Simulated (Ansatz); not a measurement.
## CH5AlSTe, SMILES S[CH2][AlH][TeH]: a rigid scan of one bond length, step by step

Program: Ansatz 0.2.0, Python API.

`ch5alste.xyz`
```text
9

S     0.39140    0.63460   -2.13920
C     1.08220    0.30530   -0.53690
Al   -0.08190   -1.00080    0.43370
Te   -2.44710   -0.39000    1.01630
H    -0.74370    1.36040   -1.59830
H     1.17740    1.25730    0.05580
H     2.12030   -0.12810   -0.68420
H     0.59170   -2.40010    0.87090
H    -2.00170    0.31510    2.56500
```

The cells in order, each with its output:

In [1]:
```python
from dataclasses import dataclass

import ansatz as az
import matplotlib.pyplot as plt
import numpy as np
```

In [2]:
```python
@dataclass(frozen=True)
class Settings:
    basis: str = "def2-SVP"
    functional: str = "b3lyp"


settings = Settings()

system = az.Crystal.molecule_from_extxyz("ch5alste.xyz")

symbols = [site.symbol for site in system.cartesian_sites]
start = np.array([site.position_ang for site in system.cartesian_sites])
axis = (start[2] - start[1]) / np.linalg.norm(start[2] - start[1])
moving = [2, 3, 7, 8]
lengths, energies = [1.761, 1.841, 1.921, 2.001, 2.081, 2.161, 2.241, 2.361], []
for length in lengths:
    xyz = start.copy()
    xyz[moving] += (length - np.linalg.norm(start[2] - start[1])) * axis
    point = az.Crystal.molecule()
    for symbol, place in zip(symbols, xyz):
        point = point.atom(symbol, place.tolist())
    base = point.calculation()
    base = base.basis(gaussian=settings.basis)
    base = base.functional(settings.functional)
    summary = base.run().report
    energies.append(summary["free_energy_ev"])
    print(f"r = {length:6.3f} A  E = {energies[-1]:.5f} eV  <S^2> = {abs(summary['mean_field']['state']['spin_squared']):.3f}")
```
```text
r =  1.761 A  E = -25840.89605 eV  <S^2> = 0.000
r =  1.841 A  E = -25841.17522 eV  <S^2> = 0.000
r =  1.921 A  E = -25841.29906 eV  <S^2> = 0.000
r =  2.001 A  E = -25841.31186 eV  <S^2> = 0.000
r =  2.081 A  E = -25841.24615 eV  <S^2> = 0.000
r =  2.161 A  E = -25841.12594 eV  <S^2> = 0.000
r =  2.241 A  E = -25840.96893 eV  <S^2> = 0.000
r =  2.361 A  E = -25840.69224 eV  <S^2> = 0.000
```

In [3]:
```python
# quartic fit about the minimum
fit = np.polynomial.Polynomial.fit(lengths, np.array(energies) - min(energies), 4).convert()
roots = [r.real for r in fit.deriv().roots() if abs(r.imag) < 1e-9 and fit.deriv(2)(r.real) > 0]
r_e = min(roots, key=lambda r: abs(r - lengths[int(np.argmin(energies))]))
print(f"minimum of the fit at {r_e:.4f} A, force constant {fit.deriv(2)(r_e):.2f} eV/A^2")
plt.figure(figsize=(4.5, 3))
plt.plot(lengths, np.array(energies) - min(energies), "o-")
plt.xlabel("bond length (A)")
plt.ylabel("E - E(min) (eV)")
plt.tight_layout()
plt.savefig("scan.png", dpi=100)
```
```text
minimum of the fit at 1.9709 A, force constant 14.13 eV/A^2
```

Reading the output:
- Total energies depend on the basis set; only differences at equal settings carry meaning.
- The rest of the molecule is held rigid at a force-field or estimated start geometry, and the basis set is modest; single-reference methods fail as a bond breaks.
- def2 sets replace the cores of elements past krypton by effective core potentials.
- b3lyp holds the VWN-RPA fit, as in Gaussian; the form of ORCA and Turbomole is b3lyp5.
- The orbitals are restricted, so S² is zero by construction.
- Timing: 38 s on 1 thread of Arm Neoverse V2 (shared host), peak memory 0.32 GiB.
